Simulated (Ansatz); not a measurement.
**H4O3SiTe: small, medium and large basis sets**

One table from this session's results is given with a row withheld; the runs are named, their logs left out.

Program: Ansatz 0.2.0, Gaussian basis. Level of theory: one geometry, several basis sets. These are calculated values, not measurements.

Plan: PBE0-D4/def2-SVP; ωB97M-V/def2-SVP; PBE0-D4/def2-QZVPP; ωB97M-V/def2-QZVPP; the functionals' def2-TZVPP values are taken from earlier runs.

## Structure used throughout

The geometry comes from an earlier relaxation with PBE0-D4 in a triple-zeta def2 set; it is a stationary point, not always the lowest conformer. Te takes the def2 core potential; no spin-orbit term is included.

SMILES `O[Si](O)(O)[TeH]`, 9 atoms, charge 0, spin multiplicity 1.

Atoms are counted from 1 here; the program's logs count them from 0.

Bond lengths: O1–Si2 1.622 Å, O1–H6 0.958 Å, Si2–O3 1.628 Å, Si2–O4 1.636 Å, Si2–Te5 2.509 Å, O3–H7 0.958 Å, O4–H8 0.959 Å, Te5–H9 1.657 Å. Angles: Si2–O1–H6 117.0°, O1–Si2–O3 103.3°, O1–Si2–O4 107.4°, O1–Si2–Te5 115.7°, O3–Si2–O4 116.2°, O3–Si2–Te5 106.6°, O4–Si2–Te5 107.9°, Si2–O3–H7 117.3°, Si2–O4–H8 117.1°, Si2–Te5–H9 91.6°.

Set-up of the first run:

Input file in.yaml:

```yaml
crystal:
  periodic: [false, false, false]
  atoms:
    - {symbol: O, position_ang: [0.644081, 1.010110, -1.457728]}
    - {symbol: Si, position_ang: [0.368425, 0.028281, -0.196500]}
    - {symbol: O, position_ang: [1.864871, -0.413653, 0.268551]}
    - {symbol: O, position_ang: [-0.611410, -1.173120, -0.717792]}
    - {symbol: Te, position_ang: [-0.714156, 1.096926, 1.799143]}
    - {symbol: H, position_ang: [-0.110185, 1.242137, -2.000975]}
    - {symbol: H, position_ang: [1.946598, -0.878318, 1.102264]}
    - {symbol: H, position_ang: [-1.072256, -1.682334, -0.049132]}
    - {symbol: H, position_ang: [-2.227367, 0.723573, 1.235168]}
basis:
  gaussian: {orbitals: def2-SVP}
hamiltonian: {xc: pbe0, dispersion: d4}
output: {orbitals: {seedname: orbitals}}
```

Steps of the session up to this table: PBE0-D4 in def2-SVP; ωB97M-V in def2-SVP; PBE0-D4 in def2-QZVPP; ωB97M-V in def2-QZVPP.

One table of the session follows, with a row left open; its other results are not shown here.

It belongs to the step «Density functionals: the series». 

```
functional       basis  HOMO (eV)
   PBE0-D4    def2-SVP      -6.54
   PBE0-D4  def2-TZVPP      -6.66
   PBE0-D4  def2-QZVPP      -6.69
   ωB97M-V    def2-SVP          ?
   ωB97M-V  def2-TZVPP      -8.74
   ωB97M-V  def2-QZVPP      -8.78
```

**Question.** Estimate the row for ωB97M-V, def2-SVP.

**Answer.** HOMO (eV): -8.60. In the column «HOMO (eV)» it lies between ωB97M-V, def2-TZVPP (-8.74) and PBE0-D4, def2-QZVPP (-6.69).
